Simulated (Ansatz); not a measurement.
# GeH6O3Si: one species, many methods

One table from this session's results is given with a row withheld; the runs are named, their logs left out.

Method: functionals in def2-TZVPP, the program's frozen cores in correlated methods; program: Ansatz 0.2.0, Gaussian basis.

The runs, in order: PBE-D4, r2SCAN-D4, PBE0-D4, B3LYP-D4, ωB97X-V, ωB97M-V, B2PLYP; CCSD(T)/def2-TZVPP; MP2/def2-QZVPP; extrapolation to the limit.

**Structure used throughout**

All runs share one geometry, relaxed beforehand with PBE0-D4 in a triple-zeta def2 set.

SMILES `[OH][GeH]([OH])[O][SiH3]`, 11 atoms, charge 0, spin multiplicity 1.

Atoms are counted from 1 here; the program's logs count them from 0.

Bond lengths: O1–Ge2 1.760 Å, O1–H6 0.961 Å, Ge2–O3 1.763 Å, Ge2–O4 1.764 Å, Ge2–H7 1.524 Å, O3–H8 0.961 Å, O4–Si5 1.641 Å, Si5–H9 1.488 Å, Si5–H10 1.487 Å, Si5–H11 1.484 Å. Angles: Ge2–O1–H6 112.2°, O1–Ge2–O3 108.2°, O1–Ge2–O4 110.4°, O1–Ge2–H7 108.4°, O3–Ge2–O4 105.6°, O3–Ge2–H7 114.0°, O4–Ge2–H7 110.2°, Ge2–O3–H8 111.5°, Ge2–O4–Si5 134.5°, O4–Si5–H9 111.0°, O4–Si5–H10 111.1°, O4–Si5–H11 107.4°, H9–Si5–H10 108.7°, H9–Si5–H11 109.2°, H10–Si5–H11 109.5°.

The first run:

in.yaml reads:

```yaml
crystal:
  periodic: [false, false, false]
  atoms:
    - {symbol: O, position_ang: [-0.993317, 0.540434, 1.701820]}
    - {symbol: Ge, position_ang: [0.215754, -0.605206, 1.134212]}
    - {symbol: O, position_ang: [-0.531770, -2.199567, 1.057329]}
    - {symbol: O, position_ang: [0.695970, -0.225230, -0.519904]}
    - {symbol: Si, position_ang: [0.436669, 1.042020, -1.530001]}
    - {symbol: H, position_ang: [-1.886281, 0.272467, 1.468550]}
    - {symbol: H, position_ang: [1.421649, -0.531303, 2.062614]}
    - {symbol: H, position_ang: [-0.384674, -2.617159, 0.204636]}
    - {symbol: H, position_ang: [-1.017261, 1.235097, -1.780039]}
    - {symbol: H, position_ang: [0.993862, 2.299419, -0.965717]}
    - {symbol: H, position_ang: [1.114897, 0.732128, -2.812899]}
basis:
  gaussian: {orbitals: def2-TZVPP}
hamiltonian: {xc: pbe, dispersion: d4}
output: {forces: true, orbitals: {seedname: orbitals}}
```

Started as:

```bash
ansatz run in.yaml --threads 2 --pin off --events-out ev --progress --plain --max-ram 32768MiB --backend cpu
```

Steps of the session up to this table: PBE-D4 (GGA); r2SCAN-D4 (meta-GGA); PBE0-D4 (hybrid); B3LYP-D4 (hybrid); ωB97X-V (range-separated); ωB97M-V (range-separated); B2PLYP (double hybrid); CCSD(T) in def2-TZVPP; MP2 in def2-QZVPP.

One table of the session follows, with a row left open; its other results are not shown here.

```
            method  atomisation energy (kJ/mol)
            PBE-D4                       3811.6
         r2SCAN-D4                       3805.4
           PBE0-D4                       3732.3
          B3LYP-D4                       3774.2
           ωB97X-V                            ?
           ωB97M-V                       3802.9
            B2PLYP                       3759.3
     HF/def2-TZVPP                       2672.7
    MP2/def2-TZVPP                       3811.3
   CCSD/def2-TZVPP                       3675.9
CCSD(T)/def2-TZVPP                       3734.1
           MP2/CBS                       3917.6
       CCSD(T)/CBS                       3840.4
```

**Question.** Estimate the row for ωB97X-V.

As computed: atomisation energy (kJ/mol): 3826.4. In the column «atomisation energy (kJ/mol)» it lies between PBE-D4 (3811.6) and CCSD(T)/CBS (3840.4).

Limits of these values: Free atoms (3 O, 1 Ge, 1 Si, 6 H) were run apart at each level; the atomisation energy is their sum less the molecule, without zero-point or spin-orbit terms.
